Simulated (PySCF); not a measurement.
# MoBr₂: relaxation and vibrations of the quintet

The task is one start of a wider search on MoBr₂: the quintet, from a linear start. It is relaxed, tested by its Hessian and followed downhill if it is a saddle.

The runs use PySCF 2.14.0; PBE0, basis Mo def2-TZVP with ECP28, Br def2-TZVP, scalar-relativistic core potentials, no spin–orbit coupling, density fitting.

## Step 1: The starting structure

3 atoms, charge 0, spin multiplicity 5.

Bond lengths: Mo1–Br2 2.520 Å, Mo1–Br3 2.520 Å. Angles: Br2–Mo1–Br3 180.0°.

```xyz
3
charge 0 multiplicity 5
Mo    0.0000    0.0000    0.0000
Br    0.0000    0.0000    2.5200
Br    0.0000    0.0000   -2.5200
```

## Step 2: Finding the electronic state

One driver script runs all steps and calls PySCF; scf.py shows how it sets up the SCF of each step. The optimiser is the driver's own. After this first run the driver tries any further starts and a stability analysis.

Contents of scf.py:

```python
from pyscf import gto, scf, dft
mol = gto.M(atom='''
Mo     0.000000     0.000000     0.000000
Br     0.000000     0.000000     2.520000
Br     0.000000     0.000000    -2.520000''',
    basis={'Mo': 'def2-TZVP', 'Br': 'def2-TZVP'},
    ecp={'Mo': 'def2-TZVP'},
    charge=0, spin=4)
mf = dft.UKS(mol, xc='PBE0')
mf.grids.atom_grid = (50, 194)
aux = {'Mo': 'def2-universal-JKFIT', 'Br': 'def2-universal-JKFIT'}
mf = mf.density_fit(auxbasis=aux)
mf.conv_tol = 1e-08
mf.diis_space = 10
mf.max_cycle = 60
mf.init_guess = 'minao'
mf.verbose = 4
mf.kernel()
```

On the command line:

```
OMP_NUM_THREADS=4 python axn.py task.json out
```

Standard output:

```text
init E= -5207.34042321161
[... the frontier-level lines of each cycle are left out ...]
cycle= 1 E= -5215.83797392667  delta_E= -8.5  |g|= 0.477  |ddm|= 2.75
cycle= 2 E= -5215.75974638365  delta_E= 0.0782  |g|= 0.597  |ddm|= 0.839
cycle= 3 E= -5215.94604197454  delta_E= -0.186  |g|= 0.0895  |ddm|= 0.547
cycle= 4 E= -5215.95142570826  delta_E= -0.00538  |g|= 0.046  |ddm|= 0.136
cycle= 5 E= -5215.95252049819  delta_E= -0.00109  |g|= 0.0138  |ddm|= 0.0442
cycle= 6 E= -5215.95262301495  delta_E= -0.000103  |g|= 0.0018  |ddm|= 0.0134
cycle= 7 E= -5215.9526304836  delta_E= -7.47e-06  |g|= 0.000348  |ddm|= 0.00538
cycle= 8 E= -5215.95263082244  delta_E= -3.39e-07  |g|= 0.000156  |ddm|= 0.00125
cycle= 9 E= -5215.95263084242  delta_E= -2e-08  |g|= 3.67e-05  |ddm|= 0.000214
cycle= 10 E= -5215.95263084352  delta_E= -1.11e-09  |g|= 4.1e-06  |ddm|= 6.07e-05
Extra cycle  E= -5215.95263084355  delta_E= -2.73e-11  |g|= 2.66e-06  |ddm|= 8.74e-06
converged SCF energy = -5215.95263084355  <S^2> = 6.0110926  2S+1 = 5.0044351
```

This step, with its further starts and checks, took 24 s on 4 threads of Arm Neoverse V1, shared host.

Energies from each starting density:

```tsv
start	energy (Eh)
the minimal-basis guess	-5215.952631
a thermally smeared density	-5215.967494
a smeared PBE density	-5215.967493
```

This is not the lowest solution: one lies 39.0 kJ/mol lower, at -5215.96749 Eh, and the relaxation starts from that.

## Step 3: Relaxation: linear start, quintet

The program finds D∞h symmetry in the start, which this walk keeps. Threshold on the gradient: 0.0003 Eh/bohr, with a further test on the energy change.

scf.py, as its differences from that of step 2:

```diff
@@ -16 +15,0 @@
-mf.init_guess = 'minao'
```

The optimiser's trace:

```tsv
step	energy (Eh)	change (kJ/mol)	largest symmetric gradient (Eh/bohr)
0	-5215.967494	0.00	0.02083
1	-5215.970857	-8.83	0.00872
2	-5215.971425	-10.32	0.00196
3	-5215.971450	-10.38	0.00015
4	-5215.971450	-10.38	0.00000
```

The walk took 22 s.

Geometry (Å) and forces (eV/Å) at some steps:

```
step 0
Mo   0.000   0.000   0.000   0.000   0.000   0.000
Br   0.000   0.000   2.520   0.000   0.000  -1.071
Br   0.000   0.000  -2.520   0.000   0.000   1.071
step 1
Mo   0.000   0.000   0.000   0.000   0.000   0.000
Br   0.000   0.000   2.461   0.000   0.000  -0.449
Br   0.000   0.000  -2.461   0.000   0.000   0.449
step 2
Mo   0.000   0.000   0.000   0.000   0.000   0.000
Br   0.000   0.000   2.418   0.000   0.000   0.101
Br   0.000   0.000  -2.418   0.000   0.000  -0.101
step 3
Mo   0.000   0.000   0.000   0.000   0.000   0.000
Br   0.000   0.000   2.426   0.000   0.000  -0.008
Br   0.000   0.000  -2.426   0.000   0.000   0.008
step 4
Mo   0.000   0.000   0.000   0.000   0.000   0.000
Br   0.000   0.000   2.425   0.000   0.000   0.000
Br   0.000   0.000  -2.425   0.000   0.000   0.000
```

It settles in D∞h symmetry, 10.4 kJ/mol below the start, after 4 steps: Mo–Br 2.425 Å (×2); Br–Mo–Br 180.0°.

## Step 4: Frequencies

The point is checked on the finer grid, and tightened if its gradient asks for it. The Hessian and the dipole derivatives come from central differences of analytic gradients, with steps of 0.02 bohr.

scf.py, as its differences from that of step 3:

```diff
@@ -4,2 +4,2 @@
-Br     0.000000     0.000000     2.520000
-Br     0.000000     0.000000    -2.520000''',
+Br    -0.000000     0.000000     2.425485
+Br     0.000000     0.000000    -2.425485''',
@@ -10 +10 @@
-mf.grids.atom_grid = (50, 194)
+mf.grids.atom_grid = (75, 302)
@@ -13 +13 @@
-mf.conv_tol = 1e-08
+mf.conv_tol = 1e-10
```

The driver hands on the density of the step before, so the log starts near convergence.

SCF at the final geometry:

```text
init E= -5215.97138297794
[... the frontier-level lines of each cycle are left out ...]
cycle= 1 E= -5215.97138297794  delta_E= -1.82e-12  |g|= 2.85e-07  |ddm|= 1.34e-06
Extra cycle  E= -5215.97138297795  delta_E= -3.64e-12  |g|= 3.31e-07  |ddm|= 1.34e-06
converged SCF energy = -5215.97138297795  <S^2> = 6.0488197  2S+1 = 5.0194899
```

The whole step took 68 s.

Geometry: D∞h; Mo–Br 2.425 Å (×2); Br–Mo–Br 180.0°.

Harmonic modes (main isotopes):

```json
{"ω (cm⁻¹)": "48i", "IR (km/mol)": "4.3", "type": "bend"}
{"ω (cm⁻¹)": "64", "IR (km/mol)": "2.3", "type": "bend"}
{"ω (cm⁻¹)": "219", "IR (km/mol)": "0.0", "type": "stretch"}
{"ω (cm⁻¹)": "321", "IR (km/mol)": "102", "type": "stretch"}
```

1 mode is imaginary, the largest at 48i cm⁻¹: a saddle point, not a minimum.

The SCF density has lower symmetry than the nuclear frame, so the modes carry no labels; pairs that should be degenerate can split.

Properties at this point:

```yaml
Dipole_moment: 0.00 D
Highest_occupied_level: -6.67 eV
Lowest_empty_level: -4.40 eV
Rotational_constants: 0.01815 cm⁻¹
Zero-point_energy_real_modes: 3.6 kJ/mol
Principal_polarisabilities: 59.2, 59.9, 136.4 bohr³
Atomisation_energy_without_zero-point_energy: 639 kJ/mol
Principal_traceless_quadrupole_moments_about_the_centre_of_mass: -9.14, 3.36, 5.79 D Å
Spin_squared_⟨S²⟩: 6.049
```

Charges (e) and bond orders:

| atom | Mulliken | Löwdin | polar tensor | spin (Mulliken) | Mayer order to Mo1 |
| --- | --- | --- | --- | --- | --- |
| Mo1 | 0.75 | -0.03 | 1.13 | 4.14 | – |
| Br2,3 | -0.38 | 0.01 | -0.57 | -0.07 | 1.06 |

Outer orbital energies (eV). α occupied: -9.54, -9.19, -8.88, -8.71, -8.20, -8.16, -7.29, -6.67; empty: -4.40, -0.68, -0.59, -0.22. β occupied: -21.51, -21.20, -10.73, -9.33, -9.17, -9.03, -8.92, -8.69; empty: -2.87, -2.77, -2.08, -2.02.

Mulliken populations on Mo1 (outside its core potential): s 2.60, p 6.22, d 4.42, f 0.01.

## Step 5: Downhill along the imaginary mode

The start is the last point, displaced along its most imaginary mode.

The program finds C2v symmetry in the start, which this walk keeps. Threshold on the gradient: 0.0003 Eh/bohr, with a further test on the energy change.

scf.py, as its differences from that of step 4:

```diff
@@ -3,3 +3,3 @@
-Mo     0.000000     0.000000     0.000000
-Br    -0.000000     0.000000     2.425485
-Br     0.000000     0.000000    -2.425485''',
+Mo    -0.198455    -0.152038     0.000000
+Br     0.123101     0.094308     2.425485
+Br     0.123101     0.094308    -2.425485''',
@@ -10 +10 @@
-mf.grids.atom_grid = (75, 302)
+mf.grids.atom_grid = (50, 194)
@@ -13 +13 @@
-mf.conv_tol = 1e-10
+mf.conv_tol = 1e-08
```

Steps of the walk:

```tsv
step	energy (Eh)	change (kJ/mol)	largest symmetric gradient (Eh/bohr)
0	-5215.972174	0.00	0.00941
1	-5215.972929	-1.98	0.00388
2	-5215.973531	-3.56	0.00330
3	-5215.974552	-6.24	0.00422
4	-5215.975498	-8.73	0.00497
5	-5215.975687	-9.22	0.00173
6	-5215.975805	-9.53	0.00078
7	-5215.975815	-9.56	0.00109
8	-5215.975821	-9.57	0.00076
9	-5215.975825	-9.58	0.00001
```

The walk took 49 s.

It settles in C2v symmetry, 9.6 kJ/mol below the start, after 9 steps: Mo–Br 2.408 Å (×2); Br–Mo–Br 131.3°.

## Step 6: Vibrations and properties at this point

The same treatment as at the point before.

scf.py, as its differences from that of step 5:

```diff
@@ -3,3 +3,3 @@
-Mo    -0.198455    -0.152038     0.000000
-Br     0.123101     0.094308     2.425485
-Br     0.123101     0.094308    -2.425485''',
+Mo    -0.486301    -0.372557    -0.000000
+Br     0.301650     0.231096     2.194373
+Br     0.301650     0.231096    -2.194373''',
@@ -10 +10 @@
-mf.grids.atom_grid = (50, 194)
+mf.grids.atom_grid = (75, 302)
@@ -13 +13 @@
-mf.conv_tol = 1e-08
+mf.conv_tol = 1e-10
```

Log of the central SCF (cycles and frontier levels):

```text
init E= -5215.97565664938
[... the frontier-level lines of each cycle are left out ...]
cycle= 1 E= -5215.97565664939  delta_E= -8.19e-12  |g|= 4.2e-07  |ddm|= 7.19e-07
Extra cycle  E= -5215.97565664938  delta_E= 9.09e-12  |g|= 6.48e-07  |ddm|= 8.66e-07
converged SCF energy = -5215.97565664938  <S^2> = 6.0320002  2S+1 = 5.0127837
```

The whole step took 64 s on 4 threads of Arm Neoverse V1, shared host.

Geometry: C2v; Mo–Br 2.408 Å (×2); Br–Mo–Br 131.3°.

Modes, for the most abundant isotopes:

```tsv
symmetry	ω (cm⁻¹)	IR (km/mol)	type
a1	48	2.8	bend
a1	249	9.7	stretch
b2	315	65.9	stretch
```

No imaginary mode, so this is a minimum.

Constants and moments:

| Property | Result |
| --- | --- |
| Dipole moment | 2.46 D |
| Highest occupied level | -6.65 eV |
| Lowest empty level | -3.76 eV |
| Rotational constants | 0.2832, 0.02218, 0.02057 cm⁻¹ |
| Zero-point energy | 3.7 kJ/mol |
| Principal polarisabilities | 61.3, 72.8, 116.6 bohr³ |
| Atomisation energy without zero-point energy | 650 kJ/mol |
| Principal traceless quadrupole moments about the centre of mass | -7.90, 1.66, 6.24 D Å |
| Entropy at 298.15 K and 1 bar (electronic part: spin only) | 340.0 J/(mol K) |
| Heat capacity Cp at 298.15 K | 55.8 J/(mol K) |
| Enthalpy at 298.15 K above 0 K | 14.46 kJ/mol |
| Rotational symmetry number | 2 |
| Spin squared ⟨S²⟩ | 6.032 |

Populations by atom (charges in e):

| atom | Mulliken | Löwdin | polar tensor | spin (Mulliken) | Mayer order to Mo1 |
| --- | --- | --- | --- | --- | --- |
| Mo1 | 0.78 | -0.06 | 1.10 | 4.05 | – |
| Br2,3 | -0.39 | 0.03 | -0.55 | -0.02 | 1.06 |

Mulliken populations on Mo1 (outside its core potential): s 2.52, p 6.20, d 4.49, f 0.01.

## Step 7: All stationary points

| spin | group | bonds | imaginary modes (cm⁻¹) | ΔE (kJ/mol) | with zero-point energy |
| --- | --- | --- | --- | --- | --- |
| quintet | C2v | Mo–Br 2.408 Å (×2) | none | 0.0 | 0.0 |
| quintet | D∞h (density of lower symmetry) | Mo–Br 2.425 Å (×2) | 48i | 11.2 | – |

## Step 8: Outcome

| quantity | value |
| --- | --- |
| minimum | quintet, C2v |
| geometry | Mo–Br 2.408 Å (×2); Br–Mo–Br 131.3° |
| wavenumbers (cm⁻¹) | 48 (a1), 249 (a1), 315 (b2) |
| dipole moment | 2.46 D |
| highest occupied, lowest empty level (either spin) | -6.65, -3.76 eV |
| polar-tensor charge of Mo1 | +1.10 e |
| zero-point energy | 3.7 kJ/mol |
| entropy at 298.15 K | 340.0 J/(mol K) |
| atomisation energy (no zero-point energy) | 650 kJ/mol |
| ⟨S²⟩ | 6.032 |

In words: The linear start (D∞h) ends in a minimum of C2v symmetry, after a stop at a saddle point 11.2 kJ/mol higher, from which it was pushed off along an imaginary mode. In the infrared the band at 315 cm⁻¹ (b2, stretch) leads. Most of the spin sits on Mo1 (Mulliken spin 4.05, against 4 for the whole molecule). The first SCF alone would have been 39 kJ/mol too high. Other starts or spin states, not run here, may lie lower. One determinant may miss the lowest occupation of an open d or f shell.

The search up to here took 3.8 min.
